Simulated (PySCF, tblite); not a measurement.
**ClFH₆NPSi₂, a small molecule taken as a stand-in for a surface group (Si site with back bonds Cl, N, [PH][SiH3]): NMR shifts, core binding energies and electronic excitations**

What NMR shifts, core binding energies and electronic excitations should one expect for `N[Si](F)(Cl)P[SiH3]`?

Computed with tblite 0.8.0 and PySCF 2.14.0; each step states its level. No surroundings beyond the atoms listed, unless a continuum is named. Atoms count from 0, parts from 1.

### Step 1. Starting point

12 atoms, charge 0, multiplicity 1; geometry: distance geometry start.

### Step 2. Geometry optimisation with GFN2-xTB

Job settings and geometry (Å):

```
{"job": {"kind": "relax", "xc": "GFN2-xTB", "basis": "xTB"}, "charge": 0, "multiplicity": 1}
Si     1.159948    -0.366660    -0.252885
Cl     0.921535    -2.397209    -0.619227
N      2.560179    -0.110714     0.783071
P     -0.536997     0.397090     0.932541
Si    -2.480306     0.249297    -0.029610
F      1.377654     0.484783    -1.695747
H      3.390551     0.254951     0.288391
H      2.761598    -0.898749     1.410571
H     -0.259502     1.746331     1.279540
H     -2.414991    -0.083711    -1.447556
H     -3.231266     1.500172     0.101996
H     -3.280663    -0.783000     0.646025
```

Level: GFN2-xTB geometry optimisation, gas phase.

The run is started by

```sh
$ OMP_NUM_THREADS=1 python cluster_run.py task.json out
```

The driver reads the jobs from task.json and runs them one after another.

**Question.** The jobs that follow are: PBE0-D3(BJ)/def2-SVP geometry optimisation, gas phase; GIAO PBE0/pcSseg-1 NMR shielding, non-relativistic, gas phase; delta-SCF UKS SCAN, pcX-2 on the ionised atom, pcseg-1 elsewhere, spin-free X2C; TDDFT CAM-B3LYP/def2-SVPD, vertical, gas phase, core orbitals frozen in the response. Predict: point group; rotational constants (main isotopes); 1H shifts against TMS (PBE0/pcSseg-1); 29Si shifts against TMS (PBE0/pcSseg-1); 35Cl shifts against HCl (PBE0/pcSseg-1); 15N shifts against NH3 (PBE0/pcSseg-1); 31P shifts against H3PO4 (PBE0/pcSseg-1); 19F shifts against CFCl3 (PBE0/pcSseg-1); Si2p binding energies, SCAN/pcX-2 (standing for 1 of 2 atoms); Cl2p binding energies, SCAN/pcX-2; N1s binding energies, SCAN/pcX-2; P2p binding energies, SCAN/pcX-2; F1s binding energies, SCAN/pcX-2; lowest singlet (CAM-B3LYP/def2-SVPD); brightest single state of those computed; lowest triplet; vertical ionisation energy (ΔSCF).

**Answer**, as computed:

```
                                                     quantity                                   value
                                                  point group                                      C1
                         rotational constants (main isotopes)                    1.87, 1.10, 0.91 GHz
                        1H shifts against TMS (PBE0/pcSseg-1)  4.46, 4.14, 4.06, 1.48, 1.45, 1.34 ppm
                      29Si shifts against TMS (PBE0/pcSseg-1)                          9.3, -75.8 ppm
                      35Cl shifts against HCl (PBE0/pcSseg-1)                                 133 ppm
                       15N shifts against NH3 (PBE0/pcSseg-1)                                46.8 ppm
                     31P shifts against H3PO4 (PBE0/pcSseg-1)                              -298.4 ppm
                     19F shifts against CFCl3 (PBE0/pcSseg-1)                              -125.1 ppm
Si2p binding energies, SCAN/pcX-2 (standing for 1 of 2 atoms)                           Si0 108.76 eV
                            Cl2p binding energies, SCAN/pcX-2                           Cl1 206.41 eV
                             N1s binding energies, SCAN/pcX-2                            N2 405.33 eV
                             P2p binding energies, SCAN/pcX-2                            P3 136.53 eV
                             F1s binding energies, SCAN/pcX-2                            F5 692.35 eV
                         lowest singlet (CAM-B3LYP/def2-SVPD)             6.48 eV (191 nm), f = 0.006
                     brightest single state of those computed             state 2, 6.68 eV, f = 0.079
                                               lowest triplet                                 5.64 eV
                            vertical ionisation energy (ΔSCF)                                 9.74 eV
```

The start of the PBE0/def2-SVP relaxation was shaken at random by about 0.01 Å, so part of the energy gained, and of the first lengths quoted, undoes that. The optimisation took 8 steps and gained 0.201 eV; among the close pairs (by a distance rule), Si0–Cl1 changed most, from 2.008 to 2.076 Å (PBE0/def2-SVP). No frequency check was run at this level, so the end point may be a saddle. Hydrogens of an XH3 group are listed apart at this fixed geometry; free rotation makes them one line at their mean. At PBE0/pcSseg-1: The largest span, 287 ppm, is at Cl1, where the paramagnetic term is -339 ppm. The lowest singlet, at 6.48 eV, is HOMO→LUMO+2 0.63, HOMO→LUMO+1 0.23 and is weak; of the 6 states computed, the strongest absorption comes from state 2 at 6.68 eV. The lowest triplet lies 0.84 eV below the lowest singlet (triplets in Tamm-Dancoff, singlets in full TDDFT). The orbital energy would give 9.02 eV for ionisation, ΔSCF gives 9.74 eV. A capped cluster stands for the solid here, so long-range fields and strain are missing, and bands or shifts of the capping hydrogens have no counterpart in it.
